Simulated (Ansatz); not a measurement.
# CH4BClO2: one species, many methods

One table from this session's results is given with a row withheld; the runs are named, their logs left out.

Program: Ansatz 0.2.0, Gaussian basis. Level of theory: functionals in def2-TZVPP, the program's frozen cores in correlated methods. These are calculated values, not measurements.

The runs, in order: PBE-D4, r2SCAN-D4, PBE0-D4, B3LYP-D4, ωB97X-V, ωB97M-V, B2PLYP; CCSD(T)/def2-TZVPP; CCSD(T)/def2-QZVPP; extrapolation to the limit.

## Structure used throughout

All runs share one geometry, relaxed beforehand with PBE0-D4 in a triple-zeta def2 set.

SMILES `COB(O)Cl`, 9 atoms, charge 0, spin multiplicity 1.

Atoms are counted from 1 here; the program's logs count them from 0.

Bond lengths: C1–O2 1.413 Å, C1–H6 1.091 Å, C1–H7 1.092 Å, C1–H8 1.091 Å, O2–B3 1.349 Å, B3–O4 1.353 Å, B3–Cl5 1.771 Å, O4–H9 0.962 Å. Angles: O2–C1–H6 108.5°, O2–C1–H7 108.9°, O2–C1–H8 111.6°, H6–C1–H7 108.9°, H6–C1–H8 109.5°, H7–C1–H8 109.4°, C1–O2–B3 125.9°, O2–B3–O4 120.2°, O2–B3–Cl5 122.8°, O4–B3–Cl5 117.0°, B3–O4–H9 111.5°.

Set-up of the first run:

Input file in.yaml:

```yaml
crystal:
  periodic: [false, false, false]
  atoms:
    - {symbol: C, position_ang: [-0.029548, -0.995381, 0.951385]}
    - {symbol: O, position_ang: [-0.316786, -0.355464, -0.274651]}
    - {symbol: B, position_ang: [0.116920, 0.865143, -0.650593]}
    - {symbol: O, position_ang: [-0.237073, 1.371389, -1.854379]}
    - {symbol: Cl, position_ang: [1.155134, 1.871466, 0.371649]}
    - {symbol: H, position_ang: [0.377633, -1.984846, 0.737552]}
    - {symbol: H, position_ang: [-0.955901, -1.108101, 1.517854]}
    - {symbol: H, position_ang: [0.689076, -0.426313, 1.543070]}
    - {symbol: H, position_ang: [-0.799455, 0.762106, -2.341897]}
basis:
  gaussian: {orbitals: def2-TZVPP}
hamiltonian: {xc: pbe, dispersion: d4}
output: {forces: true, orbitals: {seedname: orbitals}}
```

Run with:

```console
> ansatz run in.yaml --threads 2 --pin off --events-out ev --progress --plain --max-ram 22528MiB --backend cpu
```

Steps of the session up to this table: PBE-D4 (GGA); r2SCAN-D4 (meta-GGA); PBE0-D4 (hybrid); B3LYP-D4 (hybrid); ωB97X-V (range-separated); ωB97M-V (range-separated); B2PLYP (double hybrid); CCSD(T) in def2-TZVPP; CCSD(T) in def2-QZVPP.

One table of the session follows, with a row left open; its other results are not shown here.

It belongs to the step «Atomisation energies». 

| method | atomisation energy (kcal/mol) |
| --- | --- |
| PBE-D4 | 902.7 |
| r2SCAN-D4 | 886.6 |
| PBE0-D4 | ? |
| B3LYP-D4 | 878.5 |
| ωB97X-V | 880.9 |
| ωB97M-V | 885.3 |
| B2PLYP | 872.6 |
| HF/def2-TZVPP | 645.5 |
| MP2/def2-TZVPP | 883.9 |
| CCSD/def2-TZVPP | 843.4 |
| CCSD(T)/def2-TZVPP | 857.6 |
| MP2/CBS | 906.5 |
| CCSD(T)/CBS | 879.8 |

**Question.** Estimate the row for PBE0-D4.

The run gave: atomisation energy (kcal/mol): 882.7. In the column «atomisation energy (kcal/mol)» it lies between ωB97X-V (880.9) and MP2/def2-TZVPP (883.9).
